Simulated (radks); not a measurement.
**Ca²⁺ in [He] 2s2 2p5 3s2 3p6 4f1: an all-electron calculation**

The task here is to estimate one member of a computed series from the others.

The numbers are computed with radks (a radial shooting solver on a logarithmic mesh, Libxc functionals) version 1 (Dirac Kohn-Sham, B86b exchange with PBE correlation, spin-unpolarised, spherical densities, finite nucleus; open shells fill j = l - 1/2 first), except any that are marked as measured or tabulated.

**The atom as given**

| Property | Result |
| --- | --- |
| element | calcium (Z = 20) |
| charge | +2 |
| electrons | 18 |
| configuration | [He] 2s2 2p5 3s2 3p6 4f1 |
| nuclear rms radius | 3.4776 fm |

Set-up of the first run:

The run's settings:

```text
Z 20
configuration [He] 2s2 2p5 3s2 3p6 4f1 4s0 3d0 4p0 5f0
relativity Dirac
functional b86_mgc,pbe
spin unpolarised
j_filling energy
nucleus finite rms 3.4776 fm
c 137.035999084
```

Command:

```console
$ python run_ks.py task.json out
```

All runs below come from this command, one after another.

One of the session's tables, all rows but one given; the rest of the session is left out.

It belongs to the step «Orbitals and density». From the orbitals of this run (lengths in bohr):

| level | <r> | outermost maximum (interpolated) | 90 % within | nodes |
| --- | --- | --- | --- | --- |
| 1s1/2 | 0.07679 | 0.0503 | 0.137 | 0 |
| 2s1/2 | 0.3578 | 0.297 | 0.556 | 1 |
| 2p1/2 | 0.3179 | 0.241 | 0.523 | 0 |
| 2p3/2 | 0.3203 | 0.243 | 0.526 | 0 |
| 3s1/2 | 1.084 | 0.949 | 1.61 | 2 |
| 3p1/2 | 1.145 | 0.974 | 1.75 | 1 |
| 3p3/2 | 1.151 | 0.979 | 1.76 | 1 |
| 3d3/2 | 1.330 | 0.988 | 2.18 | 0 |
| 3d5/2 | ? | ? | ? | ? |
| 4s1/2 | 2.908 | 2.59 | 4.24 | 3 |
| 4p1/2 | 3.352 | 2.94 | 4.92 | 2 |
| 4p3/2 | 3.367 | 2.95 | 4.94 | 2 |
| 4f5/2 | 5.795 | 5.28 | 8.37 | 0 |
| 4f7/2 | 5.795 | 5.28 | 8.37 | 0 |

Q: Estimate the row for 3d5/2 from the others.

The run gave: <r>: 1.332; outermost maximum (interpolated): 0.990; 90 % within: 2.19; nodes: 0. In the column «<r>» it lies between 3d3/2 (1.330) and 4s1/2 (2.908).
